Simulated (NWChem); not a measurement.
# GeTe (SMILES [Ge][Te]) at 4 levels

Aim: a comparison of 4 runs (HF/3-21G, HF/def2-SVP, PBE0/def2-SVP, PBE0/def2-SVPD) of GeTe. 

Program for the calculation: NWChem 7.3.0.

2 further runs of the same task are left out: 2 set aside as unsound or not needed.

## Step 1: The molecule

GeTe has 2 atoms, charge 0, and is taken as a singlet. As SMILES, `[Ge][Te]`. Geometry: the measured bond length.

Bond lengths: Ge1–Te2 2.340 Å.

## Step 2: Energy and gradient at HF/3-21G (run 1)

The input, mymol.nw:

```
start mymol
title "GeTe gradient"
memory stack 880 mb heap 220 mb global 1100 mb
charge 0

geometry units angstrom noautosym nocenter noautoz
Ge       0.000000       0.000000       0.000000
Te       0.000000       0.000000       2.340165
end

basis spherical bse
* library 3-21G
end

scf
thresh 1e-08
maxiter 80
print low
end

task scf gradient
```

Started as:

```sh
$ nwchem mymol.nw > mymol.out
```

What it wrote:

```text
[...]
  functions       =    53
[...]
  wavefunction    = RHF
[...]
         Total SCF energy =  -8648.054739338602
      One-electron energy = -12701.972498622061
      Two-electron energy =   3677.640470145514
 Nuclear repulsion energy =    376.277289137944
        Time for solution =      4.0s
[...]
                         RHF ENERGY GRADIENTS
    atom               coordinates                        gradient
                 x          y          z           x          y          z
   1 Ge      0.000000   0.000000   0.000000   -0.000000   0.000000   0.027110
   2 Te      0.000000   0.000000   4.422271    0.000000  -0.000000  -0.027110
 Task  times  cpu:        6.3s     wall:        6.3s
 Total times  cpu:        6.3s     wall:        6.3s
```

It took 6.9 s on 1 thread of Intel Xeon Platinum 8488C (Sapphire Rapids), shared host; peak memory 0.094 GiB.

## Step 3: Energy and gradient at HF/def2-SVP (core potential) (run 2)

The input, calc.nw:

```
start calc
title "GeTe gradient"
memory total 2200 mb
geometry units angstroms noautosym nocenter noautoz
 Ge    0.000000    0.000000    0.000000
 Te    0.000000    0.000000    2.340165
end
basis spherical bse
 * library def2-SVP
end
ecp bse
 Te library def2-SVP
end
scf
 thresh 1e-08
 maxiter 80
 noprint "final vectors analysis"
end
task scf gradient
```

Started as:

```sh
$ nwchem calc.nw > calc.out
```

What it wrote:

```text
[...]
  functions       =    58
[...]
  wavefunction    = RHF
[...]
         Total SCF energy =  -2342.131365192412
      One-electron energy =  -3708.121995105579
      Two-electron energy =   1192.324188772578
 Nuclear repulsion energy =    173.666441140590
        Time for solution =     12.6s
[...]
                         RHF ENERGY GRADIENTS
    atom               coordinates                        gradient
                 x          y          z           x          y          z
   1 Ge      0.000000   0.000000   0.000000   -0.000000   0.000000  -0.004776
   2 Te      0.000000   0.000000   4.422271    0.000000  -0.000000   0.004776
[...]
```

Wall time 17 s (1 thread of Intel Xeon Platinum 8488C (Sapphire Rapids), shared host); peak memory 0.097 GiB.

## Step 4: Energy and forces at PBE0/def2-SVP (core potential) (run 3)

The input, job.nw:

```
start job
memory total 2200 mb
geometry noautosym nocenter noautoz
  Ge    0.000000    0.000000    0.000000
  Te    0.000000    0.000000    2.340165
end
basis spherical bse
  * library def2-SVP
end
ecp bse
  Te library def2-SVP
end
dft
  xc pbe0
  grid xfine
  convergence energy 1e-08
  maxiter 100
  mulliken
  noprint "final vectors analysis"
end
task dft gradient
```

Started as:

```sh
$ nwchem job.nw > job.out
```

What it wrote:

```text
[...]
          Wavefunction type:  closed shell.
          No. of atoms     :     2
          No. of electrons :    56
[...]
          Charge           :     0
          Spin multiplicity:     1
[...]
          AO basis - number of functions:    58
[...]
              XC Information
              --------------
                         PBE0 Method XC Functional
                     Hartree-Fock (Exact) Exchange  0.250
          PerdewBurkeErnzerhof Exchange Functional  0.750
            Perdew 1991 LDA Correlation Functional  1.000 local
           PerdewBurkeErnz. Correlation Functional  1.000 non-local
[...]
 d= 0,ls=0.0,diis     1  -2344.4796988597 -2.52D+03  3.40D-02  2.47D-01     1.7
[...]
 d= 0,ls=0.0,diis    10  -2344.5413728042 -3.35D-09  1.67D-07  1.20D-10    11.6
         Total DFT energy =    -2344.541372804196
      One electron energy =    -3708.085406608439
           Coulomb energy =     1289.434787012285
    Exchange-Corr. energy =      -99.557194348632
 Nuclear repulsion energy =      173.666441140590
[...]
      Total Density - Mulliken Population Analysis
     ---------------------------------------------
    Atom       Charge   Shell Charges
 -----------   ------   -------------------------------------------------------
    1 Ge  32    31.83   2.00  2.00  2.00  1.50  0.43  6.00  5.97  0.95  0.91  8.09  1.81  0.17
    2 Te  24    24.17   0.28  1.77  1.32  0.57  3.15  2.88  2.16  2.00  9.81  0.23
[...]
  wavefunction    = closed shell
                         DFT ENERGY GRADIENTS
    atom               coordinates                        gradient
                 x          y          z           x          y          z
   1 Ge      0.000000   0.000000   0.000000    0.000000  -0.000000   0.002050
   2 Te      0.000000   0.000000   4.422271   -0.000000   0.000000  -0.002050
[...]
```

Run time: 16 s. Hardware: 1 thread of Intel Xeon Platinum 8488C (Sapphire Rapids), shared host; peak memory 0.12 GiB.

## Step 5: Energy and forces at PBE0/def2-SVPD (core potential) (run 4)

The input, run.py:

```python
from ase import Atoms
from ase.calculators.nwchem import NWChem

system = Atoms(['Ge', 'Te'], positions=[
    [0.000000, 0.000000, 0.000000],
    [0.000000, 0.000000, 2.340165],
])

calc = NWChem(
    label='gete',
    theory='dft',
    memory='2200 mb',
    basis='def2-SVPD',
    basispar='spherical bse',
    dft={'xc': 'pbe0', 'mult': '1', 'grid': 'xfine', 'convergence': 'energy 1e-08', 'iterations': '100', 'mulliken': None},
    **{'ecp bse': {'Te library': 'def2-SVPD'}},
)
system.calc = calc

forces = system.get_forces()
print("Total energy (eV):", round(system.get_potential_energy(), 6))
print("forces (eV/A):")
for s, f in zip(system.symbols, forces):
    print(f"{s:2s} {f[0]:10.5f} {f[1]:10.5f} {f[2]:10.5f}")
print("dipole (e A):", system.get_dipole_moment().round(4))
```

Started as:

```sh
$ export ASE_NWCHEM_COMMAND="nwchem PREFIX.nwi > PREFIX.nwo"
$ python run.py
```

What it wrote:

```text
Total energy (eV): -63798.265081
forces (eV/A):
Ge    0.00000    0.00000   -0.14609
Te   -0.00000   -0.00000    0.14609
dipole (e A): [-0.     -0.     -0.2533]
```

The calculator wrote gete.nwi:

```
title "gete"

permanent_dir gete

scratch_dir gete

start gete

geometry units angstrom nocenter noautosym noautoz
  Ge 0.0000000000000000e+00 0.0000000000000000e+00 0.0000000000000000e+00
  Te 0.0000000000000000e+00 0.0000000000000000e+00 2.3401649999999998e+00
end

memory 2200 mb

basis spherical bse noprint
   * library def2-SVPD
end

dft
  xc pbe0
  mult 1
  grid xfine
  convergence energy 1e-08
  iterations 100
  mulliken
end
ecp bse
  Te library def2-SVPD
end

task dft gradient
```

gete.nwo:

```text
Northwest Computational Chemistry Package (NWChem) 7.3.0
             --------------------------------------------------------

           Job information
           ---------------

    nwchem branch   = 7.3.0
    use scalapack   = T
    input           = gete.nwi
    prefix          = gete.
    data base       = gete/gete.db
    status          = startup
    nproc           =        1

           Memory information
           ------------------

    heap     =     72089594 doubles =      550.0 Mbytes
    stack    =     72089599 doubles =      550.0 Mbytes
    global   =    144179200 doubles =     1100.0 Mbytes (distinct from heap & stack)
    total    =    288358393 doubles =     2200.0 Mbytes
    verify   = yes
    hardfail = no

[... 76 lines left out ...]
  convergence criterion.
[... 38 lines left out ...]
          Spatial weights used:  Erf1
[... 80 lines left out ...]
         Total DFT energy =    -2344.543016817379
[... 3 lines left out ...]
 Nuclear repulsion energy =      173.666441140590
[... 579 lines left out ...]
          Convergence on gradient requested:  5.00D-04
[... 25 lines left out ...]
          total energy or number of iterations.
[... 18 lines left out ...]
                            NWChem DFT Gradient Module
                            --------------------------

                                       gete

  charge          =   0.00
  wavefunction    = closed shell

                         DFT ENERGY GRADIENTS

    atom               coordinates                        gradient
                 x          y          z           x          y          z
   1 Ge      0.000000   0.000000   0.000000   -0.000000  -0.000000   0.002841
   2 Te      0.000000   0.000000   4.422271    0.000000   0.000000  -0.002841

                 ----------------------------------------
                 |  Time  |  1-e(secs)   |  2-e(secs)   |
                 ----------------------------------------
                 |  CPU   |       0.01   |       4.93   |
                 ----------------------------------------
                 |  WALL  |       0.01   |       4.93   |
                 ----------------------------------------

 Task  times  cpu:       21.7s     wall:       21.7s
 Total times  cpu:       21.7s     wall:       21.7s
```

Run time: 23 s. Hardware: 1 thread of Intel Xeon Platinum 8488C (Sapphire Rapids), shared host; peak memory 0.12 GiB.

## Step 6: The series

```
run                            level  core potential  iteration cap   energy (Eh)  largest force (eV/Å)  wall time
  1                         HF/3-21G               –             80  -8648.054739                 1.394      6.9 s
  2     HF/def2-SVP (core potential)        def2-SVP             80  -2342.131365                 0.246       17 s
  3   PBE0/def2-SVP (core potential)        def2-SVP            100  -2344.541373                 0.105       16 s
  4  PBE0/def2-SVPD (core potential)       def2-SVPD            100  -2344.543017                 0.146       23 s
```

## Step 7: Summary of results

| quantity | value |
| --- | --- |
| run 4: total energy | -2344.54302 Eh |
| run 4: dipole moment | 1.22 D |
| run 4: HOMO energy | -7.11 eV |
| run 4: LUMO energy | -2.64 eV |
| run 4: HOMO–LUMO gap | 4.47 eV |
| run 4: largest force on an atom | 0.146 eV/Å |

What this shows: Over runs 2, 3, 4 the dipole moment (its size) runs from 1.16 D (PBE0/def2-SVP) to 1.84 D (HF/def2-SVP). Some runs of one species differ in core potentials or relativity; totals across that change don't compare. In run 1 relativity is left out where basis or elements ask for it. All runs together took 62 s, the longest 23 s.
